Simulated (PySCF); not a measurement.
# TiCl₆ (-3): ligand-field states, part 2 of 2

PySCF 2.14.0. Atoms count from 0. Earlier steps stand in the parts before.

## 6. Ligand-field states: state-averaged CASSCF (polar angle and twist at [52, 30]°) in water

What the job is given:

```
{"job": {"kind": "lf", "basis": {"metal": "x2c-TZVPall", "ligand": "x2c-SVPall"}, "nevpt": true, "solvent": "water", "reuse": true}, "charge": -3, "metal": "Ti", "open_shell": "d1"}
Ti     0.000000     0.000000     0.000000
Cl     1.811561    -0.485406     1.465274
Cl    -0.485406     1.811561     1.465274
Cl    -1.326154    -1.326154     1.465274
Cl     1.811561     0.485406    -1.465274
Cl    -1.326154     1.326154    -1.465274
Cl    -0.485406    -1.811561    -1.465274
```

With the program's defaults for keys left out, this is: state-averaged CASSCF of the metal d shell, SC-NEVPT2 on the averaged canonical orbitals, state-interaction spin-orbit coupling.

Log:

```text
basis functions 156, electrons 127, active (1e, 5o)
start from the orbitals of the previous structure
stage 1: DIIS on the effective Fock matrix, level shift 0.30
cycle   1  E = -3616.0017555965  dE = -3.616e+03  max|g| = 1.016e+00
cycle   2  E = -3617.8131758111  dE = -1.811e+00  max|g| = 3.747e-01
cycle   3  E = -3617.9779462759  dE = -1.648e-01  max|g| = 9.647e-02
cycle   4  E = -3617.9966784391  dE = -1.873e-02  max|g| = 7.367e-02
cycle   5  E = -3618.0056280883  dE = -8.950e-03  max|g| = 4.283e-02
cycle   6  E = -3618.0097405952  dE = -4.113e-03  max|g| = 1.852e-02
cycle   7  E = -3618.0104264226  dE = -6.858e-04  max|g| = 7.032e-03
cycle   8  E = -3618.0105216415  dE = -9.522e-05  max|g| = 6.588e-03
cycle   9  E = -3618.0105687630  dE = -4.712e-05  max|g| = 5.156e-03
cycle  10  E = -3618.0105873035  dE = -1.854e-05  max|g| = 4.198e-03
cycle  11  E = -3618.0105999375  dE = -1.263e-05  max|g| = 3.730e-03
cycle  12  E = -3618.0106038738  dE = -3.936e-06  max|g| = 2.909e-03
cycle  13  E = -3618.0106069004  dE = -3.027e-06  max|g| = 2.660e-03
cycle  14  E = -3618.0106085051  dE = -1.605e-06  max|g| = 2.515e-03
cycle  15  E = -3618.0106095542  dE = -1.049e-06  max|g| = 2.395e-03
cycle  16  E = -3618.0106101806  dE = -6.263e-07  max|g| = 2.448e-03
cycle  17  E = -3618.0106117589  dE = -1.578e-06  max|g| = 2.245e-03
cycle  18  E = -3618.0106146477  dE = -2.889e-06  max|g| = 1.528e-03
cycle  19  E = -3618.0106155083  dE = -8.606e-07  max|g| = 1.278e-03
cycle  20  E = -3618.0106160696  dE = -5.612e-07  max|g| = 1.120e-03
cycle  21  E = -3618.0106161551  dE = -8.555e-08  max|g| = 1.111e-03
cycle  22  E = -3618.0106157741  dE =  3.810e-07  max|g| = 1.203e-03
cycle  23  E = -3618.0106149823  dE =  7.917e-07  max|g| = 1.403e-03
cycle  24  E = -3618.0106137710  dE =  1.211e-06  max|g| = 1.862e-03
cycle  25  E = -3618.0106120550  dE =  1.716e-06  max|g| = 2.404e-03
cycle  26  E = -3618.0106095881  dE =  2.467e-06  max|g| = 3.038e-03
stage 2: quasi-Newton rotations from the point of smallest gradient
cycle  28  E = -3618.0106174041  dE = -1.249e-06  max|g| = 3.384e-04
cycle  29  E = -3618.0106175832  dE = -1.791e-07  max|g| = 1.250e-04
cycle  30  E = -3618.0106175994  dE = -1.624e-08  max|g| = 3.796e-05
cycle  31  E = -3618.0106176021  dE = -2.705e-09  max|g| = 5.142e-06
converged average energy = -3618.0106176021

 mult deg   label        CASSCF/cm-1   NEVPT2/cm-1
   2   1   2A1                 0.0           0.0
   2   2   2E                663.9         897.6
   2   2   2E              11876.2       13678.3

spin-orbit levels / cm-1
      0.00  x2  2A1 0.99
    812.11  x2  2E 1.00
   1000.88  x2  2E 0.99
  13660.47  x2  2E 1.00
  13713.07  x2  2E 1.00
```

It took 14 s on 1 thread of Arm Neoverse V1, shared host; peak memory 0.43 GiB.

In short:

```
             quantity     value
spin-orbit constant ζ  120 cm⁻¹
```

Powder susceptibility:

```
T (K)  χT (cm³ K/mol)  μ(eff)
    2           0.324    1.61
   20           0.329    1.62
  100           0.349    1.67
  300           0.400    1.79
```

## 7. Ligand-field states: state-averaged CASSCF (polar angle and twist at [50, 15]°) in water

What the job is given:

```
{"job": {"kind": "lf", "basis": {"metal": "x2c-TZVPall", "ligand": "x2c-SVPall"}, "nevpt": true, "solvent": "water", "reuse": true}, "charge": -3, "metal": "Ti", "open_shell": "d1"}
Ti     0.000000     0.000000     0.000000
Cl     1.807588    -0.237973     1.529835
Cl    -0.697703     1.684404     1.529835
Cl    -1.109885    -1.446431     1.529835
Cl     1.807588     0.237973    -1.529835
Cl    -1.109885     1.446431    -1.529835
Cl    -0.697703    -1.684404    -1.529835
```

With the program's defaults for keys left out, this is: state-averaged CASSCF of the metal d shell, SC-NEVPT2 on the averaged canonical orbitals, state-interaction spin-orbit coupling.

Log:

```text
basis functions 156, electrons 127, active (1e, 5o)
start from the orbitals of the previous structure
stage 1: DIIS on the effective Fock matrix, level shift 0.30
cycle   1  E = -3616.2079968532  dE = -3.616e+03  max|g| = 1.103e+00
cycle   2  E = -3617.8193869130  dE = -1.611e+00  max|g| = 3.005e-01
cycle   3  E = -3617.9646915550  dE = -1.453e-01  max|g| = 9.894e-02
cycle   4  E = -3617.9824178154  dE = -1.773e-02  max|g| = 5.486e-02
cycle   5  E = -3617.9893988468  dE = -6.981e-03  max|g| = 3.253e-02
cycle   6  E = -3617.9920444078  dE = -2.646e-03  max|g| = 1.308e-02
cycle   7  E = -3617.9924913428  dE = -4.469e-04  max|g| = 7.104e-03
cycle   8  E = -3617.9925772436  dE = -8.590e-05  max|g| = 9.195e-03
cycle   9  E = -3617.9926345463  dE = -5.730e-05  max|g| = 6.337e-03
cycle  10  E = -3617.9926543776  dE = -1.983e-05  max|g| = 6.283e-03
cycle  11  E = -3617.9926684359  dE = -1.406e-05  max|g| = 5.345e-03
cycle  12  E = -3617.9926731047  dE = -4.669e-06  max|g| = 4.997e-03
cycle  13  E = -3617.9926783557  dE = -5.251e-06  max|g| = 4.665e-03
cycle  14  E = -3617.9926812206  dE = -2.865e-06  max|g| = 4.312e-03
cycle  15  E = -3617.9926832097  dE = -1.989e-06  max|g| = 4.352e-03
cycle  16  E = -3617.9926842850  dE = -1.075e-06  max|g| = 4.225e-03
cycle  17  E = -3617.9926861641  dE = -1.879e-06  max|g| = 4.059e-03
cycle  18  E = -3617.9926905030  dE = -4.339e-06  max|g| = 2.394e-03
cycle  19  E = -3617.9926913287  dE = -8.257e-07  max|g| = 2.242e-03
cycle  20  E = -3617.9926922624  dE = -9.336e-07  max|g| = 1.856e-03
cycle  21  E = -3617.9926915485  dE =  7.138e-07  max|g| = 2.301e-03
cycle  22  E = -3617.9926902476  dE =  1.301e-06  max|g| = 2.841e-03
cycle  23  E = -3617.9926881209  dE =  2.127e-06  max|g| = 3.562e-03
cycle  24  E = -3617.9926850621  dE =  3.059e-06  max|g| = 4.359e-03
cycle  25  E = -3617.9926816099  dE =  3.452e-06  max|g| = 5.286e-03
cycle  26  E = -3617.9926769977  dE =  4.612e-06  max|g| = 6.221e-03
stage 2: quasi-Newton rotations from the point of smallest gradient
cycle  28  E = -3617.9926961673  dE = -3.905e-06  max|g| = 5.581e-04
cycle  29  E = -3617.9926967071  dE = -5.397e-07  max|g| = 1.950e-04
cycle  30  E = -3617.9926967471  dE = -4.001e-08  max|g| = 4.916e-05
cycle  31  E = -3617.9926967528  dE = -5.714e-09  max|g| = 1.511e-05
cycle  32  E = -3617.9926967534  dE = -6.021e-10  max|g| = 3.086e-06
converged average energy = -3617.9926967534

 mult deg   label        CASSCF/cm-1   NEVPT2/cm-1
   2   1   2A1                 0.0           0.0
   2   2   2E               1210.3        1645.4
   2   2   2E              10978.6       12788.5

spin-orbit levels / cm-1
      0.00  x2  2A1 1.00
   1538.05  x2  2E 1.00
   1757.60  x2  2E 1.00
  12745.03  x2  2E 1.00
  12840.39  x2  2E 1.00
```

Run time: 14 s. Hardware: 1 thread of Arm Neoverse V1, shared host; peak memory 0.43 GiB.

Key values:

```
             quantity     value
spin-orbit constant ζ  120 cm⁻¹
```

Powder susceptibility:

```
T (K)  χT (cm³ K/mol)  μ(eff)
    2           0.357    1.69
   20           0.359    1.69
  100           0.366    1.71
  300           0.385    1.75
```

## 8. Ligand-field states: state-averaged CASSCF (polar angle and twist at [49.1, 0]°) in water

What the job is given:

```
{"job": {"kind": "lf", "basis": {"metal": "x2c-TZVPall", "ligand": "x2c-SVPall"}, "nevpt": true, "solvent": "water", "reuse": true}, "charge": -3, "metal": "Ti", "open_shell": "d1"}
Ti     0.000000     0.000000     0.000000
Cl     1.798931     0.000000     1.558283
Cl    -0.899466     1.557920     1.558283
Cl    -0.899466    -1.557920     1.558283
Cl     1.798931     0.000000    -1.558283
Cl    -0.899466     1.557920    -1.558283
Cl    -0.899466    -1.557920    -1.558283
```

With the program's defaults for keys left out, this is: state-averaged CASSCF of the metal d shell, SC-NEVPT2 on the averaged canonical orbitals, state-interaction spin-orbit coupling.

Log:

```text
basis functions 156, electrons 127, active (1e, 5o)
start from the orbitals of the previous structure
stage 1: DIIS on the effective Fock matrix, level shift 0.30
cycle   1  E = -3616.4628515279  dE = -3.616e+03  max|g| = 1.125e+00
cycle   2  E = -3617.8368110723  dE = -1.374e+00  max|g| = 3.374e-01
cycle   3  E = -3617.9602820043  dE = -1.235e-01  max|g| = 9.049e-02
cycle   4  E = -3617.9761591668  dE = -1.588e-02  max|g| = 4.939e-02
cycle   5  E = -3617.9815080231  dE = -5.349e-03  max|g| = 2.672e-02
cycle   6  E = -3617.9833050980  dE = -1.797e-03  max|g| = 1.168e-02
cycle   7  E = -3617.9836197486  dE = -3.147e-04  max|g| = 9.572e-03
cycle   8  E = -3617.9837036647  dE = -8.392e-05  max|g| = 8.499e-03
cycle   9  E = -3617.9837618288  dE = -5.816e-05  max|g| = 5.837e-03
cycle  10  E = -3617.9837755102  dE = -1.368e-05  max|g| = 6.149e-03
cycle  11  E = -3617.9837847161  dE = -9.206e-06  max|g| = 5.698e-03
cycle  12  E = -3617.9837909583  dE = -6.242e-06  max|g| = 5.423e-03
cycle  13  E = -3617.9837973831  dE = -6.425e-06  max|g| = 4.788e-03
cycle  14  E = -3617.9838002157  dE = -2.833e-06  max|g| = 4.818e-03
cycle  15  E = -3617.9838012365  dE = -1.021e-06  max|g| = 4.884e-03
cycle  16  E = -3617.9838015246  dE = -2.882e-07  max|g| = 5.020e-03
cycle  17  E = -3617.9838036735  dE = -2.149e-06  max|g| = 4.680e-03
cycle  18  E = -3617.9838068815  dE = -3.208e-06  max|g| = 3.962e-03
cycle  19  E = -3617.9838096299  dE = -2.748e-06  max|g| = 3.296e-03
cycle  20  E = -3617.9838099697  dE = -3.398e-07  max|g| = 3.404e-03
cycle  21  E = -3617.9838091466  dE =  8.231e-07  max|g| = 3.606e-03
cycle  22  E = -3617.9838083206  dE =  8.260e-07  max|g| = 3.741e-03
cycle  23  E = -3617.9838067648  dE =  1.556e-06  max|g| = 4.007e-03
cycle  24  E = -3617.9838051166  dE =  1.648e-06  max|g| = 4.248e-03
cycle  25  E = -3617.9838048617  dE =  2.549e-07  max|g| = 4.025e-03
cycle  26  E = -3617.9838038920  dE =  9.697e-07  max|g| = 4.252e-03
stage 2: quasi-Newton rotations from the point of smallest gradient
cycle  28  E = -3617.9838154043  dE = -5.774e-06  max|g| = 1.011e-03
cycle  29  E = -3617.9838162710  dE = -8.668e-07  max|g| = 3.869e-04
cycle  30  E = -3617.9838163525  dE = -8.143e-08  max|g| = 8.248e-05
cycle  31  E = -3617.9838163642  dE = -1.171e-08  max|g| = 1.231e-05
cycle  32  E = -3617.9838163647  dE = -4.748e-10  max|g| = 3.815e-06
converged average energy = -3617.9838163647

 mult deg   label        CASSCF/cm-1   NEVPT2/cm-1
   2   1   2A1'                0.0           0.0
   2   2   2E'              1432.8        1962.3
   2   2   2E''            10595.3       12408.1

spin-orbit levels / cm-1
      0.00  x2  2A1' 1.00
   1845.51  x2  2E' 1.00
   2081.36  x2  2E' 1.00
  12353.72  x2  2E'' 1.00
  12469.30  x2  2E'' 1.00
```

Run time: 14 s. Hardware: 1 thread of Arm Neoverse V1, shared host; peak memory 0.43 GiB.

Key values:

```
             quantity     value
spin-orbit constant ζ  119 cm⁻¹
```

Powder susceptibility:

```
T (K)  χT (cm³ K/mol)  μ(eff)
    2           0.364    1.71
   20           0.365    1.71
  100           0.369    1.72
  300           0.382    1.75
```

## 9. Ligand field across the series

From the NEVPT2 states (cm⁻¹; the spread is that of the fitted one-electron ligand-field levels):

```
step                                 setting  ground state    next state  orbital spread    ζ  μ(eff), 300 K
   2                                as given          2T2g  2Eg at 14956           14962  122           1.90
   3       polar angle and twist at [50, 60]           2Eg   2A1g at 608           15301  122           1.90
   4       polar angle and twist at [59, 60]          2A1g    2Eg at 553           15444  122           1.87
   5  polar angle and twist at [54.7356, 45]           2A1     2E at 349           14634  121           1.87
   6       polar angle and twist at [52, 30]           2A1     2E at 898           13680  120           1.79
   7       polar angle and twist at [50, 15]           2A1    2E at 1645           12789  120           1.75
   8      polar angle and twist at [49.1, 0]          2A1'   2E' at 1962           12408  119           1.75
```

## 10. What came out

The summary covers parts 1 to 2.

```
                                                         quantity       value
   spin-orbit constant ζ (step 2, state-averaged CASSCF in water)    122 cm⁻¹
ground multiplicity, μ(eff) at 300 K (step 2, 6 donors at 2.38 Å)  2, 1.90 μB
ground multiplicity, μ(eff) at 300 K (step 3, 6 donors at 2.38 Å)  2, 1.90 μB
ground multiplicity, μ(eff) at 300 K (step 4, 6 donors at 2.38 Å)  2, 1.87 μB
ground multiplicity, μ(eff) at 300 K (step 5, 6 donors at 2.38 Å)  2, 1.87 μB
ground multiplicity, μ(eff) at 300 K (step 6, 6 donors at 2.38 Å)  2, 1.79 μB
ground multiplicity, μ(eff) at 300 K (step 7, 6 donors at 2.38 Å)  2, 1.75 μB
ground multiplicity, μ(eff) at 300 K (step 8, 6 donors at 2.38 Å)  2, 1.75 μB
```

In step 2, χT goes from 0.01 at 2 K to 0.45 cm³ K/mol at 300 K, as higher levels fill or mix in. The spread of the ligand-field levels runs from 12408 cm⁻¹ (polar angle and twist at [49.1, 0]) to 15444 cm⁻¹ (polar angle and twist at [59, 60]); μ(eff) at 300 K: 1.75 to 1.90 μB.
